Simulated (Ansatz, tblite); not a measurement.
**GeHF3: spin-state energies by level**

Aim: set other spin states of GeHF3 against its singlet, on many levels of theory.

Program: Ansatz 0.2.0, Gaussian basis. Level of theory: as each input shows. These are calculated values, not measurements.

Levels to be run: triplet, at the geometry of the singlet (GFN1-xTB, GFN2-xTB, PBE0-D4/def2-TZVP, PBE-D4/def2-TZVP, r2SCAN-D4/def2-TZVP); the singlet's energies come from earlier runs.

**1. The relaxed structure**

The singlet was relaxed beforehand with PBE0-D4/def2-TZVP.

5 atoms, charge 0, spin multiplicity 1.

Bond lengths: Ge1–H2 1.516 Å, Ge1–F3 1.707 Å, Ge1–F4 1.707 Å, Ge1–F5 1.707 Å. Angles: H2–Ge1–F3 112.4°, H2–Ge1–F4 112.4°, H2–Ge1–F5 112.4°, F3–Ge1–F4 106.4°, F3–Ge1–F5 106.4°, F4–Ge1–F5 106.4°.

**2. Triplet at the fixed geometry, GFN1-xTB**

Tight binding, by tblite at 300 K electronic temperature and without a spin-polarisation term:

```python
tblite.interface.Calculator('GFN1-xTB', numbers, positions, charge=0, uhf=2).singlepoint()
```

Energy -473.6448 eV; 0.003 s.

**3. Triplet at the fixed geometry, GFN2-xTB**

Tight binding, by tblite at 300 K electronic temperature and without a spin-polarisation term:

```python
tblite.interface.Calculator('GFN2-xTB', numbers, positions, charge=0, uhf=2).singlepoint()
```

Energy -446.8163 eV; 0.002 s.

**4. Triplet at the fixed geometry, PBE0-D4/def2-TZVP**

File in.yaml:

```yaml
crystal:
  periodic: [false, false, false]
  atoms:
    - {symbol: Ge, position_ang: [0.000585, -0.000977, 0.086460]}
    - {symbol: H, position_ang: [0.011110, -0.018094, 1.602593]}
    - {symbol: F, position_ang: [1.574802, 0.010843, -0.573731]}
    - {symbol: F, position_ang: [-0.796949, 1.371128, -0.542295]}
    - {symbol: F, position_ang: [-0.789549, -1.362889, -0.573018]}
basis:
  gaussian: {orbitals: def2-TZVP}
magnetization: {spin_polarized: true, initial_magnetization: 2}
hamiltonian: {xc: pbe0, dispersion: d4}
scf: {omitted_lower_state_checks: [starts]}
output: {orbitals: {seedname: orbitals}}
```

Command:

```
ansatz run in.yaml --threads 2 --pin off --events-out ev --progress --plain --max-ram 32768MiB --backend cpu
```

The program printed:

```text
Functional definition: PBE0
  name "PBE0"
  cite "Adamo & Barone, J. Chem. Phys. 110, 6158 (1999) doi:10.1063/1.478522"
  cite "Perdew, Burke & Ernzerhof, Phys. Rev. Lett. 77, 3865 (1996) doi:10.1103/PhysRevLett.77.3865"
  parent pbe
  parameter a = 0.25
  parameter kappa = 0.804
  parameter beta = 0.06672455060314922
  exchange = (1 - a)*pbe_x(kappa = kappa, mu = beta*pi^2/3) + a*exact_x
  correlation = pbe_c(beta = beta)
these checks for a lower state are left out or cut short: starts
913 factors; their error is unknown
mean field evaluation 1: about -64663.9338 eV, gradient 3.9e1 eV
mean field evaluation 2: about -64650.8982 eV, gradient 7.6e1 eV
mean field evaluation 4: about -64668.5139 eV, gradient 1.6e0 eV
mean field evaluation 8: about -64668.5340 eV, gradient 1.4e-1 eV
mean field evaluation 16: about -64668.8329 eV, gradient 7.0e-4 eV
mean field -64668.83289693 eV, -2376.5357748528 hartree, gradient 4.3e-5 eV, S^2 2.005878; 0 other end points of the search recorded, 0 dependent functions left out
reference -64668.83291801 eV, -2376.5357756275 hartree; 31, 29 occupied and 116, 118 virtual orbitals, 913 factors
Total energy: -64668.89274628 eV, -2376.5379742758 hartree
Checks for a lower state left out: starts
```

It took 3.4 s on 2 threads of AMD EPYC 7R13, shared host.

HOMO -3.38 eV, LUMO -8.75 eV (over both spins; with the spin held, an empty level of the minority spin lies below the top filled one); ⟨S²⟩ 2.006 (pure: 2.00).

**5. Triplet at the fixed geometry, PBE-D4/def2-TZVP**

start.molden holds the orbitals of an earlier run on this state, given as this run's starting guess.

in.yaml, as its differences from that of step 4:

```diff
@@ -9,5 +9,5 @@
 basis:
-  gaussian: {orbitals: def2-TZVP}
+  gaussian: {orbitals: def2-TZVP, initial_orbitals: start.molden}
 magnetization: {spin_polarized: true, initial_magnetization: 2}
-hamiltonian: {xc: pbe0, dispersion: d4}
+hamiltonian: {xc: pbe, dispersion: d4}
 scf: {omitted_lower_state_checks: [starts]}
```

Launched as before.

The program printed:

```text
Functional definition: PBE
  name "PBE"
  cite "Perdew, Burke & Ernzerhof, Phys. Rev. Lett. 77, 3865 (1996) doi:10.1103/PhysRevLett.77.3865"
  parent pbe
  parameter kappa = 0.804
  parameter beta = 0.06672455060314922
  exchange = pbe_x(kappa = kappa, mu = beta*pi^2/3)
  correlation = pbe_c(beta = beta)
these checks for a lower state are left out or cut short: starts
870 factors; their error is unknown
mean field evaluation 1: about -64667.9601 eV, gradient 8.7e0 eV
mean field evaluation 2: about -64668.1600 eV, gradient 3.0e-1 eV
mean field evaluation 4: about -64668.1506 eV, gradient 9.4e-2 eV
mean field evaluation 8: about -64668.1506 eV, gradient 1.5e-5 eV
mean field -64668.15060419 eV, -2376.5107010570 hartree, gradient 1.5e-5 eV, S^2 2.002359; 0 other end points of the search recorded, 0 dependent functions left out
reference -64668.15063290 eV, -2376.5107021124 hartree; 31, 29 occupied and 116, 118 virtual orbitals, 870 factors
Total energy: -64668.22285546 eV, -2376.5133562423 hartree
Checks for a lower state left out: starts
```

Run time: 2.2 s. Hardware: 2 threads of AMD EPYC 7R13, shared host.

From the report: HOMO -2.34 eV, LUMO -9.33 eV (over both spins; with the spin held, an empty level of the minority spin lies below the top filled one); ⟨S²⟩ 2.002 (pure: 2.00).

**6. Triplet at the fixed geometry, r2SCAN-D4/def2-TZVP**

in.yaml, as its differences from that of step 5:

```diff
@@ -11,3 +11,3 @@
 magnetization: {spin_polarized: true, initial_magnetization: 2}
-hamiltonian: {xc: pbe, dispersion: d4}
+hamiltonian: {xc: r2scan, dispersion: d4}
 scf: {omitted_lower_state_checks: [starts]}
```

Same command.

The program printed:

```text
Functional definition: r2SCAN
  name "r2SCAN"
  cite "Furness, Kaplan, Ning, Perdew & Sun, J. Phys. Chem. Lett. 11, 8208 (2020) doi:10.1021/acs.jpclett.0c02405"
  cite "Furness, Kaplan, Ning, Perdew & Sun, J. Phys. Chem. Lett. 11, 9248 (2020) doi:10.1021/acs.jpclett.0c03077"
  parent r2scan
  parameter k0 = 0.174
  parameter k1 = 0.065
  parameter a1 = 4.9479
  exchange = r2scan_x(k0 = k0, k1 = k1, a1 = a1)
  correlation = r2scan_c
these checks for a lower state are left out or cut short: starts
870 factors; their error is unknown
mean field evaluation 1: about -64680.5089 eV, gradient 5.1e0 eV
mean field evaluation 2: about -64680.5747 eV, gradient 1.5e-1 eV
mean field evaluation 4: about -64680.5648 eV, gradient 3.7e-3 eV
mean field -64680.56476526 eV, -2376.9669130617 hartree, gradient 3.7e-5 eV, S^2 2.005056; 0 other end points of the search recorded, 0 dependent functions left out
reference -64680.56477380 eV, -2376.9669133758 hartree; 31, 29 occupied and 116, 118 virtual orbitals, 870 factors
Total energy: -64680.58092630 eV, -2376.9675069690 hartree
Checks for a lower state left out: starts
```

It took 4.8 s on 2 threads of AMD EPYC 7R13, shared host.

Report: HOMO -2.44 eV, LUMO -9.41 eV (over both spins; with the spin held, an empty level of the minority spin lies below the top filled one); ⟨S²⟩ 2.005 (pure: 2.00).

**7. Triplet less singlet, vertical**

The singlet's energies are those of its earlier runs, whose logs aren't repeated here.

```csv
level,"triplet less singlet, vertical (kcal/mol)",time
GFN1-xTB,+177.2,0.007 s
GFN2-xTB,+210.2,0.004 s
PBE-D4/def2-TZVP,+173.8,3.3 s
r2SCAN-D4/def2-TZVP,+183.3,7.1 s
PBE0-D4/def2-TZVP,+189.9,5 s
```

Times add the two runs; a level without a time comes out of a correlated run. Tight binding without a spin term can't rank spin states.

**8. Summary of results**

| quantity | value |
| --- | --- |
| triplet less singlet, vertical, functionals in def2-TZVP | +173.8 (PBE-D4) to +189.9 kcal/mol (PBE0-D4) |

**Reading.** All functionals put the triplet above the singlet, over a spread of 16.1 kcal/mol. The checks for a lower triplet were left out, so another state of that spin may lie lower. These are electronic energies, without zero-point motion, entropy or surroundings.
